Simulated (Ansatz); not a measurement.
Here is an Ansatz 0.2.0 calculation.

Contents of input:

```
crystal:
  lattice:
    - [1.36589, 0.7886, 5.0696]
    - [-1.36589, 0.7886, 5.0696]
    - [0.0, -1.57719, 5.0696]
  atoms:
    - { symbol: W, position: [0.81412, 0.81412, 0.81412] }
    - { symbol: F, position: [0.93712, 0.93712, 0.93712] }
hamiltonian:
  xc: { exchange: pbe, correlation: pbe, exx: { coeff: 0.25, omega: 0.1 } }
  pseudopotentials: { kind: paw }
kpoints:
  mp_grid: { grid: [6, 6, 6] }
scf:
  occupations: { method: fermi_dirac, width: 0.05 }
output:
  forces: true
  stress: true
  eigenvalues: true
```

Task: Predict the pressure.

Result: -8.0 GPa.

Task: What does it give for the band gap on the k mesh?

Result: None (metal or under the smearing width).

Forces on the atoms (eV/Å):
```
W    0.000  0.000  0.645
F    0.000  0.000 -0.645
```

Caveat: the k mesh is coarse (spacing up to 0.45 Å⁻¹), so the values aren't converged, least of all with exact exchange; an odd number of electrons without spin polarisation forces a metal; a magnetic or distorted state may lie lower; the PAW data sets come from PBE, with cores solved anew for the run's functional, which leaves a small shift of forces and pressure; the thresholds are loose for stress. Spin-orbit coupling is left out, which matters for the levels of W.
